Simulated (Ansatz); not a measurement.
# SrO: energies up the ladder

The task here is to estimate one member of a computed series from the others.

Computed with Ansatz 0.2.0 (the levels named in each step, unless a step's input says otherwise).

## The starting structure

Bond lengths: O1–Sr2 2.001 Å.

As a file:

```xyz
2

O     0.0000    0.0000    0.0000
Sr    0.0000    0.0000    2.0006
```

Set-up of the first run:

Contents of input.yaml:

```yaml
crystal:
  periodic: [false, false, false]
  atoms:
    - { symbol: O, position_ang: [0.0, 0.0, 0.0] }
    - { symbol: Sr, position_ang: [0.0, 0.0, 2.00065] }
basis:
  gaussian: { orbitals: def2-SVP }
hamiltonian:
  xc: pbe
  dispersion: d4
relax:
  f_tol: 0.03
  max_steps: 200
```

Run with:

```console
$ ansatz run input.yaml --threads 2 --pin off --max-ram 5120MiB --backend cpu --events-out ev --progress --plain --runs-dir out
```

Among the steps run: A rough first relaxation, PBE-D4/def2-SVP; Relaxation, PBE0-D4/def2-TZVPP; Frequencies, PBE0-D4/def2-TZVPP; Single point, PBE-D4/def2-TZVPP; Single point, r2SCAN-D4/def2-TZVPP; Single point, B3LYP-D4/def2-TZVPP; Single point, wB97M-V/def2-TZVPP; Single point, B2PLYP/def2-TZVPP; Single point, LDA/def2-TZVPP; Single point, PBE0-D4/def2-SVP; Single point, PBE-D4/def2-SVP; The cation of multiplicity 2 at the same geometry, PBE0-D4/def2-TZVPP; The cation of multiplicity 2 at the same geometry, PBE-D4/def2-TZVPP; The cation of multiplicity 2 at the same geometry, r2SCAN-D4/def2-TZVPP; The cation of multiplicity 2 at the same geometry, B3LYP-D4/def2-TZVPP; The cation of multiplicity 2 at the same geometry, wB97M-V/def2-TZVPP; The cation of multiplicity 2 at the same geometry, B2PLYP/def2-TZVPP.

One table of the session follows, with a row left open; its other results are not shown here.

It belongs to the step «Vertical ionisation energy». 

| level | vertical ionisation energy (eV) |
| --- | --- |
| PBE-D4/def2-TZVPP | 6.986 |
| r2SCAN-D4/def2-TZVPP | 6.537 |
| B3LYP-D4/def2-TZVPP | 6.680 |
| wB97M-V/def2-TZVPP | 6.352 |
| B2PLYP/def2-TZVPP | ? |

Q: Estimate the row for B2PLYP/def2-TZVPP from the others.

**Answer.** vertical ionisation energy (eV): 6.678. In the column «vertical ionisation energy (eV)» it lies between r2SCAN-D4/def2-TZVPP (6.537) and B3LYP-D4/def2-TZVPP (6.680).
